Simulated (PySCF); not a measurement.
# CH4GeO (SMILES C[O][GeH]) at BLYP/cc-pVDZ (density fitting)

We compute a structure relaxation of CH4GeO. 

The calculation is run with PySCF 2.14.0.

3 further runs of the same task are left out: 3 set aside as unsound or not needed.

## (1) Starting point

The species is CH4GeO (7 atoms), meant as a singlet with charge 0. As SMILES, `C[O][GeH]`. Geometry: relaxed at PBE0-D4/def2-TZVP. This is one conformer, not always the lowest. The run starts from this shape.

Bond lengths: C1–O2 1.407 Å, O2–Ge3 1.774 Å, C1–H4 1.094 Å, C1–H5 1.096 Å, C1–H6 1.094 Å, Ge3–H7 1.619 Å. Angles: C1–O2–Ge3 127.8°, O2–C1–H4 109.5°, O2–C1–H5 111.7°, O2–C1–H6 109.4°, O2–Ge3–H7 95.3°, H4–C1–H5 109.0°, H4–C1–H6 108.1°, H5–C1–H6 109.0°.

## (2) A geometry optimisation at BLYP/cc-pVDZ (density fitting)

Input file input.py:

```python
from pyscf import gto, dft
from pyscf.geomopt.geometric_solver import kernel as optimise

mol = gto.Mole()
mol.atom = '''
C     -0.420700     0.662700    -0.094800
O     -0.623500    -0.712400    -0.309800
Ge     0.521900    -2.037000    -0.026500
H     -0.553400     1.202400    -1.037400
H      0.582400     0.869000     0.296300
H     -1.163900     1.033500     0.617600
H      1.718500    -1.086300     0.509000
'''
mol.max_memory = 1860
mol.basis = 'cc-pvdz'
mol.verbose = 3
mol.charge = 0
mol.spin = 0
mol.build()

mf = dft.RKS(mol, xc='blyp')
mf = mf.density_fit(auxbasis='sto-3g')
mf.conv_tol = 1e-10
mf.grids.level = 4
converged, mol_eq = optimise(mf, maxsteps=60, convergence_set='GAU_TIGHT')
print('converged:', converged)
print(mol_eq.tostring())

mf.reset(mol_eq)
mol = mol_eq
mf.kernel()
if not mf.converged:
    mf = mf.newton().run(mf.mo_coeff, mf.mo_occ)
e_final = mf.e_tot
print('E = %.10f Eh' % e_final)
```

Command:

```console
$ OMP_NUM_THREADS=1 python input.py
```

What values should one expect? Wanted: total energy at the end; dipole moment; HOMO energy; LUMO energy; HOMO–LUMO gap.

**Answer.** As computed:

Level: BLYP/cc-pVDZ (density fitting).

| quantity | value |
| --- | --- |
| total energy at the end | -2197.49945 Eh |
| dipole moment | 3.00 D |
| HOMO energy | -6.13 eV |
| LUMO energy | -3.04 eV |
| HOMO–LUMO gap | 3.09 eV |

At the final geometry: Bond lengths: C1–O2 1.531 Å, O2–Ge3 1.801 Å, C1–H4 1.040 Å, C1–H5 1.040 Å, C1–H6 1.037 Å, Ge3–H7 1.611 Å. Angles: C1–O2–Ge3 127.5°, O2–C1–H4 106.9°, O2–C1–H5 106.9°, O2–C1–H6 103.3°, O2–Ge3–H7 93.5°, H4–C1–H5 114.0°, H4–C1–H6 112.4°, H5–C1–H6 112.4°. The optimisation took 32 steps and changed the energy by -0.433 eV.
